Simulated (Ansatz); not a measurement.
**CH4BClS (SMILES CSBCl) at CCSD(T)/cc-pVDZ**

Aim: the vertical singlet–triplet gap of CH4BClS at CCSD(T)/cc-pVDZ, from 2 runs. 

The results are computed with Ansatz 0.2.0.

94 further runs of the same task are left out: 94 set aside as unsound or not needed.

### Step 1. Starting point

CH4BClS has 8 atoms, charge 0, and is taken as a singlet. As SMILES, `CSBCl`. Geometry: relaxed at PBE0-D4/def2-TZVP. This is one conformer, not always the lowest.

Bond lengths: C1–S2 1.810 Å, S2–B3 1.766 Å, B3–Cl4 1.749 Å, C1–H5 1.088 Å, C1–H6 1.089 Å, C1–H7 1.089 Å, B3–H8 1.191 Å. Angles: C1–S2–B3 103.2°, S2–B3–Cl4 119.0°, S2–C1–H5 110.2°, S2–C1–H6 109.0°, S2–C1–H7 109.0°, S2–B3–H8 121.7°, Cl4–B3–H8 119.3°, H5–C1–H6 109.7°, H5–C1–H7 109.7°, H6–C1–H7 109.3°.

### Step 2. A single-point energy at CCSD(T)/cc-pVDZ

Input file input.yaml:

```yaml
crystal:
  periodic: [false, false, false]
  atoms:
    - {symbol: C, position_ang: [-0.471000, 1.184200, 0.216300]}
    - {symbol: S, position_ang: [0.979400, 0.341100, -0.461900]}
    - {symbol: B, position_ang: [0.578900, -1.367600, -0.269600]}
    - {symbol: Cl, position_ang: [1.728300, -2.572200, -0.805600]}
    - {symbol: H, position_ang: [-1.201900, 0.455300, 0.560900]}
    - {symbol: H, position_ang: [-0.157800, 1.812600, 1.049100]}
    - {symbol: H, position_ang: [-0.912200, 1.808700, -0.559500]}
    - {symbol: H, position_ang: [-0.451500, -1.719100, 0.214500]}
basis:
  gaussian:
    orbitals: cc-pVDZ
accuracy: high
correlation:
  method: ccsd_t
  frozen_orbitals: {B: 1, C: 1, Cl: 5, H: 0, S: 5}
total_charge: 0
scf:
  omitted_lower_state_checks: [cluster_reference, increment]
```

Command:

```sh
$ ansatz run input.yaml --threads 1 --pin off --max-ram 2610MiB --events-out events.jsonl --progress --plain --runs-dir runs
```

What it wrote, cut to the lines that bear on the results:

```text
Warning: RAYON_NUM_THREADS=1 ignored (pool sized by the plan → 1); use --threads N
Functional definition: HF
  name "HF"
[...]
1973 factors; integrals over basis functions are off by at most 6.8e-9 eV
[...]
mean field -25088.48075755 eV, -921.9846622568 hartree, gradient 5.9e-8 eV, S^2 0.000000; 0 other end points of the search recorded, 0 dependent functions left out
12 core orbitals not correlated: weight in the atoms' cores, before any rotation towards them, 1.000 or more for the frozen orbitals, at most 0.000 for the correlated occupied ones
reference -25088.48075755 eV, -921.9846622568 hartree; 12, 12 occupied and 60, 60 virtual orbitals, 1973 factors
second order -13.53797569 eV of doubles, -0.00000000 eV of singles
cycle   1  -14.43101672 eV  change   -8.9e-1 eV  update   8.6e-2
[...]
cycle  21  -14.86408523 eV  change  -3.1e-10 eV  update  7.4e-10
perturbative correction -0.44321969 eV, -0.0162880231 hartree
Total energy: -25103.78806246 eV, -922.5471953368 hartree
Checks for a lower state left out: cluster_reference, increment
```

It took 19 s on 1 thread of Arm Neoverse V1, shared host; peak memory 0.43 GiB.

### Step 3. The triplet

Input file run.yaml:

```yaml
basis:
  gaussian:
    orbitals: cc-pVDZ
crystal:
  periodic: [false, false, false]
  atoms:
    - {symbol: C, position_ang: [-0.471000, 1.184200, 0.216300]}
    - {symbol: S, position_ang: [0.979400, 0.341100, -0.461900]}
    - {symbol: B, position_ang: [0.578900, -1.367600, -0.269600]}
    - {symbol: Cl, position_ang: [1.728300, -2.572200, -0.805600]}
    - {symbol: H, position_ang: [-1.201900, 0.455300, 0.560900]}
    - {symbol: H, position_ang: [-0.157800, 1.812600, 1.049100]}
    - {symbol: H, position_ang: [-0.912200, 1.808700, -0.559500]}
    - {symbol: H, position_ang: [-0.451500, -1.719100, 0.214500]}
magnetization:
  spin_polarized: true
  initial_magnetization: 2
correlation:
  method: ccsd_t
  frozen_orbitals: {B: 1, C: 1, Cl: 5, H: 0, S: 5}
accuracy: high
scf:
  omitted_lower_state_checks: [cluster_reference, increment]
```

Command:

```sh
$ ansatz run run.yaml --threads 1 --pin off --max-ram 2610MiB --events-out events.jsonl --progress --plain --runs-dir runs
```

What it wrote, cut to the lines that bear on the results:

```text
Warning: RAYON_NUM_THREADS=1 ignored (pool sized by the plan → 1); use --threads N
[... 2 set-up lines as earlier in the session ...]
[...]
1973 factors; integrals over basis functions are off by at most 6.8e-9 eV
[...]
mean field -25084.00680535 eV, -921.8202475459 hartree, gradient 3.3e-8 eV, S^2 2.024143; 6 other end points of the search recorded, 0 dependent functions left out
12 core orbitals not correlated: weight in the atoms' cores, before any rotation towards them, 1.000 or more for the frozen orbitals, at most 0.000 for the correlated occupied ones
reference -25084.00680535 eV, -921.8202475459 hartree; 13, 11 occupied and 59, 61 virtual orbitals, 1973 factors
second order -12.90342931 eV of doubles, -0.00000000 eV of singles
cycle   1  -13.93862680 eV  change    -1.0e0 eV  update   8.7e-2
[...]
cycle  31  -14.41502120 eV  change  -7.4e-10 eV  update   1.6e-9
perturbative correction -0.40425903 eV, -0.0148562452 hartree
Total energy: -25098.82608557 eV, -922.3648460494 hartree
Checks for a lower state left out: cluster_reference, increment
```

It took 83 s on 1 thread of Arm Neoverse V1, shared host; peak memory 0.8 GiB.

### Step 4. What came out

Level: CCSD(T)/cc-pVDZ, 12 core orbitals frozen.

| quantity | value |
| --- | --- |
| singlet: total energy | -922.54720 Eh |
| singlet: correlation energy (12 core orbitals frozen) | -562.5 mEh |
| singlet: (T) correction | -16.29 mEh |
| singlet: T1 diagnostic | 0.013 |
| triplet: total energy | -922.36485 Eh |
| triplet: correlation energy (12 core orbitals frozen) | -544.6 mEh |
| triplet: (T) correction | -14.86 mEh |
| triplet: ⟨S²⟩ of the reference determinant | 2.024 |
| triplet: T1 diagnostic | 0.020 |
| vertical energy of the triplet above the singlet | 4.962 eV |

At this shape the triplet lies 4.96 eV (479 kJ/mol) above the singlet. The triples (singlet) make up 2.9 % of the correlation energy. The triples (triplet) make up 2.7 % of the correlation energy.
